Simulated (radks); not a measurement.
# Ag⁺ in [Kr] 4d9.75 5d0.25: an all-electron calculation

Aim: the levels, the sizes of the orbitals and the parts of the energy of the silver ion Ag+.

Program: radks (a radial shooting solver on a logarithmic mesh, Libxc functionals) version 1. Level of theory: scalar-relativistic Kohn-Sham, SOGGA, spin-polarised, spherical densities, finite nucleus; open shells are filled with parallel spins first. These are calculated values, not measurements, unless marked.

## 1. What is computed

- element: silver (Z = 47)
- charge: +1
- electrons: 46
- configuration: [Kr] 4d9.75 5d0.25
- nuclear rms radius: 4.5454 fm

## 2. Self-consistent calculation

Input:

```text
Z 47
configuration [Kr] 4d9.75 5d0.25
relativity scalar-relativistic
functional sogga,pbe
spin polarised
nucleus finite rms 4.5454 fm
c 137.035999084
```

Started as:

```
python run_ks.py task.json out
```

This one command runs every case of the session in turn.

**Question.** What will this run give?

The runs gave:

| quantity | value |
| --- | --- |
| total energy | -5312.63667 hartree |
| exchange-correlation share of it | 2.75 % |
| −T/E | 1.0388 |
| highest occupied level | 5d up, -2.962 eV |
| most extended occupied level | 5d up, <r> = 7.25 bohr |
| radius at density 0.001 e/bohr³ | 3.55 bohr |
| maxima of the radial density | 5 |

What this shows: The radial density shows 5 maxima for 5 occupied principal shells. Relativity lifts −T/E to 1.039. This is not the tabulated ground configuration, so its levels and sizes aren't those of the ground state, and no measured value stands beside it.
